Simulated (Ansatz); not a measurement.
Task: a comparison of enthalpies under pressure of two structures of GeBr2, with the Ansatz DFT code, driven from Python. Give the script and its output. Use (first run): r2SCAN, PAW, cutoff 380 eV, Gaussian smearing of 0.02 eV.

`gebr2_transition.py`
```python
"""Pressure at which two phases of GeBr2 cross."""

import warnings

import ansatz
import numpy as np
import pandas as pd

MAX_SCF = 80
ECUT = 380
KSPACING = 0.4
SMEARING = "gaussian"
WIDTH_EV = 0.02


def alb2(A, B, a):
    return (
        ansatz.Lattice.from_parameters(a, a, 1.1 * a, alpha=90, beta=90, gamma=120)
        .space_group(191)
        .atom(A, [0, 0, 0])
        .atom(B, [1 / 3, 2 / 3, 0.5])
    )


def fluorite(A, B, a):
    return (
        ansatz.Lattice.fcc(a)
        .space_group(225)
        .atom(A, [0, 0, 0])
        .atom(B, [0.25, 0.25, 0.25])
        .primitive()
    )


def compute(name, crystal, pressure=0.0):
    calc = (
        crystal.calculation()
        .scf(max_iterations=MAX_SCF)
        .basis(ECUT, xc_grid=1)  # a bare number is in eV
        .functional(ansatz.Functional.R2SCAN)
        .kpoints(spacing=KSPACING)  # the mesh must be finer for metals
        .occupations(SMEARING, width=WIDTH_EV)  # smearing steadies the SCF of a metal
    )
    calc = calc.relax(force_tolerance=0.01, cell=True, pressure=pressure)
    return calc.run(threads=1)


def volume_per_atom(outcome):
    return abs(np.linalg.det(outcome.lattice.cell_ang)) / len(outcome.lattice.sites)

warnings.simplefilter("ignore", ansatz.DeckWarning)

phases = {}
phases["AlB2"] = alb2("Ge", "Br", 4.39)
phases["fluorite"] = fluorite("Ge", "Br", 6.97)

# enthalpy per atom at each pressure
pressures = [0, 20, 40, 60]
enthalpy, volume = {name: [] for name in phases}, {name: [] for name in phases}
for p in pressures:
    for name, crystal in phases.items():
        o = compute(name, crystal, pressure=p)
        volume[name].append(volume_per_atom(o))
        enthalpy[name].append(o.report["energy_sigma0_ev"] / len(o.lattice.sites) + p * volume[name][-1] / 160.21766)
gap = np.array(enthalpy["fluorite"]) - np.array(enthalpy["AlB2"])
rows = [(p, va, vb, 1000 * d) for p, va, vb, d in zip(pressures, volume["AlB2"], volume["fluorite"], gap)]
print(pd.DataFrame(rows, columns=["P (GPa)", "V AlB2 (A^3/atom)", "V fluorite (A^3/atom)", "H(fluorite) - H(AlB2) (meV/atom)"]).round(4).to_string(index=False))
crossings = [p0 - g0 * (p1 - p0) / (g1 - g0) for p0, p1, g0, g1 in zip(pressures, pressures[1:], gap, gap[1:]) if g0 * g1 < 0]
print("crossing near", [round(float(p), 1) for p in crossings], "GPa") if crossings else print("no crossing in this range")
```

```console
$ python gebr2_transition.py
 P (GPa)  V AlB2 (A^3/atom)  V fluorite (A^3/atom)  H(fluorite) - H(AlB2) (meV/atom)
       0            26.7910                28.0198                         -829.0278
      20            19.9864                21.3754                         -398.9418
      40            17.1927                18.5800                         -225.7229
      60            15.4515                16.8540                          -54.6189
no crossing in this range
```

Notes:
- These settings explore the input space; cutoff and mesh may be short of convergence.
- The cutoff lies under the one recommended for these potentials.
- Under the recommended cutoff a pressure can be off by several GPa, even in sign.
- At a fixed pressure a relaxation lowers the enthalpy F + PV, while F alone can rise.
- xc_grid=1 is under the default for a meta-GGA and makes forces and stresses depend on the grid.
- Only these two structures are compared, at zero temperature and with their symmetry kept; either may be hypothetical, and another phase may be lower than both. Differences under about 40 meV an atom lie within the error of mesh and functional.
- The cells are prototypes set up for this calculation and needn't exist.
- The script silences the warnings on its input, which a real study should read.
- Wall time of the script: 2.9 min on 1 thread of Arm Neoverse V2, with other jobs on the host, peak memory 0.44 GiB.

(Lines on the test bed's own set-up are left out of the output.)
